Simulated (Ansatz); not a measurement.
# C3H11NOSi: the cost of one run

All numbers below are computed with Ansatz 0.2.0 (RHF/def2-SVP).

## Step 1: Starting point

Bond lengths (14 of 16 bonds, heavy atoms first): Si1–N2 1.820 Å, N2–C3 1.470 Å, N2–C7 1.470 Å, Si1–O12 1.679 Å, O12–C13 1.420 Å, C3–H4 1.110 Å, C3–H5 1.110 Å, C3–H6 1.110 Å, C7–H8 1.110 Å, C7–H9 1.110 Å, C7–H10 1.110 Å, Si1–H11 1.460 Å, C13–H14 1.110 Å, C13–H15 1.110 Å. Angles (14 of 28 angles, heavy atoms first): Si1–N2–C3 120.0°, Si1–N2–C7 120.0°, C3–N2–C7 120.0°, N2–Si1–O12 109.5°, Si1–O12–C13 125.0°, N2–Si1–H11 109.5°, N2–Si1–H17 109.5°, H11–Si1–O12 109.5°, O12–Si1–H17 109.5°, N2–C3–H4 109.5°, N2–C3–H5 109.5°, N2–C3–H6 109.5°, N2–C7–H8 109.5°, N2–C7–H9 109.5°.

Coordinates:

```xyz
17

Si    0.0000    0.0000    0.0000
N     0.0000    0.0000    1.8200
C    -1.2162   -0.3762    2.5550
H    -1.8642   -0.9999    1.9045
H    -0.9378   -0.9533    3.4614
H    -1.7663    0.5401    2.8549
C     1.2162    0.3762    2.5550
H     1.4641   -0.4163    3.2916
H     2.0585    0.4943    1.8418
H     1.0457    1.3351    3.0874
H     1.3768    0.0000   -0.4862
O    -0.7913    1.3709   -0.5594
C    -2.1512    1.4177   -0.9653
H    -2.7687    0.8215   -0.2614
H    -2.5023    2.4707   -0.9639
H    -2.2473    0.9975   -1.9882
H    -0.6877   -1.1914   -0.4862
```

## Step 2: Relaxing the start

input.yaml reads:

```yaml
crystal:
  periodic: [false, false, false]
  atoms:
    - { symbol: Si, position_ang: [0.0, 0.0, 0.0] }
    - { symbol: "N", position_ang: [0.0, 0.0, 1.82] }
    - { symbol: C, position_ang: [-1.2162, -0.3762, 2.555] }
    - { symbol: H, position_ang: [-1.8642, -0.9999, 1.9045] }
    - { symbol: H, position_ang: [-0.9378, -0.9533, 3.4614] }
    - { symbol: H, position_ang: [-1.7663, 0.5401, 2.8549] }
    - { symbol: C, position_ang: [1.2162, 0.3762, 2.555] }
    - { symbol: H, position_ang: [1.4641, -0.4163, 3.2916] }
    - { symbol: H, position_ang: [2.0585, 0.4943, 1.8418] }
    - { symbol: H, position_ang: [1.0457, 1.3351, 3.0874] }
    - { symbol: H, position_ang: [1.3768, 0.0, -0.4862] }
    - { symbol: O, position_ang: [-0.7913, 1.3709, -0.5594] }
    - { symbol: C, position_ang: [-2.1512, 1.4177, -0.9653] }
    - { symbol: H, position_ang: [-2.7687, 0.8215, -0.2614] }
    - { symbol: H, position_ang: [-2.5023, 2.4707, -0.9639] }
    - { symbol: H, position_ang: [-2.2473, 0.9975, -1.9882] }
    - { symbol: H, position_ang: [-0.6877, -1.1914, -0.4862] }
basis:
  gaussian: { orbitals: def2-SVP }
hamiltonian:
  xc: hf
relax:
  f_tol: 0.02
  max_steps: 40
```

Started as:

```bash
$ ansatz run input.yaml --threads 2 --pin off --max-ram 3072MiB --backend cpu --events-out ev --progress --plain --runs-dir out
```

What time and memory should one allow on 2 threads of Arm Neoverse V1, shared host?

About 67 s, with a peak of 0.38 GiB.
